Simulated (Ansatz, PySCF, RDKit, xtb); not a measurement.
**Which structure has the formula Si3H5F?**

Given the formula Si3H5F and nothing else, which arrangement of the atoms is the most stable in the gas at 298.15 K, and what are its properties?

The funnel: GFN2-xTB relaxations, single points with a density functional, relaxations at PBE0-D3(BJ)/def2-SVP, harmonic vibrations, and a last energy at a higher level. All values are calculated.

7 further runs of the same task are left out: 7 set aside as unsound or not needed.

**1. Drawing up candidates**

All bonding patterns within simple valence rules are listed by program: one Lewis structure each, at most two rings and one unusual centre or charged pair. O–O, O–halogen and N–halogen bonds and N–N–N chains are not drawn. That gives 14 candidates.

```csv
label,SMILES,spin
c014,F[SiH2][SiH]=[SiH2],singlet
c049,F[SiH]1[SiH2][SiH2]1,singlet
c156,F[Si@H]([SiH])[SiH3],triplet
c318,F[Si][SiH2][SiH3],triplet
c350,F/[SiH]=[SiH]\[SiH3],singlet
c404,F[SiH2][Si][SiH3],singlet
c461,F[SiH2][Si][SiH3],triplet
c561,F[Si][SiH2][SiH3],singlet
c600,F[SiH2][SiH2][SiH],triplet
c836,F[Si@H]([SiH])[SiH3],singlet
c875,F[Si](=[SiH2])[SiH3],singlet
c978,F/[SiH]=[SiH]/[SiH3],singlet
c983,F[Si@H-](=[SiH2])[SiH2+],singlet
c991,F[SiH2][SiH2][SiH],singlet
```

Candidates are built by distance geometry, with a force field where one applies, in up to four conformers (letters a to d). 6 starts with atoms placed at random are added, to find patterns that the rules miss.

**Question.** With final energies at CCSD(T)/def2-SVP + MP2/def2-TZVPP - MP2/def2-SVP, which structure will this search put lowest in free energy, and by what margin?

| quantity | value |
| --- | --- |
| lowest structure found | F[SiH]1[SiH2][SiH2]1, singlet, Cs |
| next finalist | F[SiH2][SiH]=[SiH2], singlet, 4.3 kcal/mol higher in G |
| share at equilibrium, among the finalists | 99.9 % |
| harmonic wavenumbers, lowest and highest (PBE0-D3(BJ)/def2-SVP) | 111 and 2256 cm⁻¹ |
| rotational constants, same geometry | 0.1501, 0.08078, 0.05962 cm⁻¹ |
| dipole moment (PBE0/def2-TZVPD) | 1.50 D |
| HOMO energy (PBE0/def2-TZVPD) | -7.09 eV |
| LUMO energy (PBE0/def2-TZVPD) | -1.79 eV |
| HOMO–LUMO gap (PBE0/def2-TZVPD) | 5.30 eV |
| lowest excitation (TD-PBE0/def2-SVPD) | 4.04 eV (f = 0.000) |
| strongest of the states computed, same level | 6.19 eV (f = 0.167) |
| lowest triplet excitation, same level, Tamm-Dancoff | 3.37 eV |
| vertical ionisation energy | 8.96 eV |
| vertical electron affinity | 0.19 eV |
| vertical triplet less singlet | +3.26 eV |

The lowest structure found is `F[SiH]1[SiH2][SiH2]1`. Among the finalists first place is clear (4.3 kcal/mol); structures outside the list aren't covered. r2SCAN-D4/def2-SVP, PBE0-D3(BJ)/def2-SVP, HF/def2-SVP and MP2/def2-SVP already put its bonding pattern lowest among the structures in one piece; GFN2-xTB favours the singlet F[SiH2][Si][SiH3] (c404b, not a finalist); HF/STO-3G favours the singlet F[Si][SiH2][SiH3] (c561a, not a finalist). One minimum inside the window was never screened. Lowest found is not proven lowest: the search is finite, and each finalist counts with one conformer. Patterns outside the rules of the enumeration were met only by chance. The lowest isomer need not be the one that is made and kept in a bottle, which depends on barriers.
